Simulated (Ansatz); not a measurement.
# C₆H₃Al: one species, many methods

How much do the methods differ for C₆H₃Al? The plan is to run it at one geometry with functionals of several rungs and with coupled cluster. The yardstick is the atomisation energy at the CCSD(T) limit.

Method: functionals in def2-TZVPP, the program's frozen cores in correlated methods; program: Ansatz 0.2.0, Gaussian basis.

Levels to be run: LDA (SPW92), PBE-D4, revPBE-D4, BLYP-D4, r2SCAN-D4, B97M-V, PBE0-D4, B3LYP-D4, r2SCANh-D4, r2SCAN0-D4, HSE06-D4, BHLYP-D4, CAM-B3LYP-D4, LC-ωPBE, ωB97X-V, ωB97M-V, B2PLYP, PBE-QIDH; CCSD(T)/def2-SVP; CCSD(T)/def2-TZVPP; MP2/def2-QZVPP; extrapolation to the limit; RPA on PBE.

### Step 1. The relaxed structure

An earlier PBE0-D4 in a triple-zeta def2 set relaxation fixed the geometry.

10 atoms, charge 0, spin multiplicity 1.

Atoms are counted from 1 here; the program's logs count them from 0.

Bond lengths: C1–C2 1.210 Å, C1–H8 1.067 Å, C2–Al3 1.893 Å, Al3–C4 1.893 Å, Al3–C6 1.893 Å, C4–C5 1.210 Å, C5–H9 1.067 Å, C6–C7 1.210 Å, C7–H10 1.067 Å. Angles: C2–C1–H8 180.0°, C1–C2–Al3 179.8°, C2–Al3–C4 120.0°, C2–Al3–C6 119.9°, C4–Al3–C6 120.1°, Al3–C4–C5 179.5°, C4–C5–H9 179.9°, Al3–C6–C7 179.8°, C6–C7–H10 180.0°.

### Step 2. LDA

This LDA is Slater exchange with PW92 correlation.

File in.yaml:

```yaml
crystal:
  periodic: [false, false, false]
  atoms:
    - {symbol: C, position_ang: [0.324791, -2.984261, 0.798732]}
    - {symbol: C, position_ang: [0.199074, -1.821480, 0.489034]}
    - {symbol: Al, position_ang: [0.007976, -0.001770, 0.002836]}
    - {symbol: C, position_ang: [-1.571539, 0.938298, 0.456223]}
    - {symbol: C, position_ang: [-2.586015, 1.533355, 0.740000]}
    - {symbol: C, position_ang: [1.396857, 0.876096, -0.937672]}
    - {symbol: C, position_ang: [2.286275, 1.433999, -1.538888]}
    - {symbol: H, position_ang: [0.435338, -4.009404, 1.072096]}
    - {symbol: H, position_ang: [-3.480499, 2.058407, 0.989186]}
    - {symbol: H, position_ang: [3.070743, 1.925660, -2.068747]}
basis:
  gaussian: {orbitals: def2-TZVPP}
hamiltonian: {xc: lda}
output: {orbitals: {seedname: orbitals}}
```

After this run come: PBE-D4 (GGA); revPBE-D4 (GGA); BLYP-D4 (GGA); r2SCAN-D4 (meta-GGA); B97M-V (meta-GGA); PBE0-D4 (hybrid); B3LYP-D4 (hybrid); r2SCANh-D4 (hybrid); r2SCAN0-D4 (hybrid); HSE06-D4 (hybrid); BHLYP-D4 (hybrid); CAM-B3LYP-D4 (range-separated); LC-ωPBE-D4 (range-separated); ωB97X-V (range-separated); ωB97M-V (range-separated); B2PLYP (double hybrid); PBE-QIDH (double hybrid); CCSD(T) in def2-SVP; CCSD(T) in def2-TZVPP; MP2 in def2-QZVPP; RPA on PBE orbitals.

Q: Predict the results of all the runs planned. Wanted: atomisation energy, CCSD(T)/CBS; farthest beyond LDA; mean size of error, GGA; mean size of error, meta-GGA; mean size of error, hybrid; mean size of error, range-separated; mean size of error, double hybrid; gap, smallest and largest; T1 diagnostic.

The runs gave:

| quantity | value |
| --- | --- |
| atomisation energy, CCSD(T)/CBS | 4727.3 kJ/mol |
| functionals within 23.6 kJ/mol (0.5 %) | r2SCAN-D4, B97M-V, B3LYP-D4, CAM-B3LYP-D4, LC-ωPBE, ωB97M-V, B2PLYP, PBE-QIDH |
| farthest beyond LDA | BHLYP-D4 (-189.6 kJ/mol) |
| mean size of error, GGA | 74.2 kJ/mol |
| mean size of error, meta-GGA | 20.7 kJ/mol |
| mean size of error, hybrid | 64.7 kJ/mol |
| mean size of error, range-separated | 14.0 kJ/mol |
| mean size of error, double hybrid | 9.7 kJ/mol |
| gap, smallest and largest | 4.04 eV (LDA (SPW92)), 10.95 eV (LC-ωPBE) |
| T1 diagnostic | 0.0141 |
| triples share of the correlation energy | 5.4 % |

In words: LDA overbinds by 689.9 kJ/mol (15 %). PBE-D4 misses by +169.2 kJ/mol. Double hybrids carry the basis error of their MP2 part in triple zeta, and no dispersion term here, so their miss is partly the set-up's. The rungs double hybrid, range-separated, meta-GGA miss on average by less than the doubt on the reference (23.6 kJ/mol), so they tie. Misses under about 23.6 kJ/mol are within the doubt on the reference itself, which lacks core-valence correlation, relativity and higher excitations. Hartree-Fock recovers 73 % of the binding; the rest is correlation. CCSD(T) in def2-SVP is off by -207.6 kJ/mol, which most functionals beat. Orbital gaps span 4.0 to 11.0 eV; exact exchange widens them.
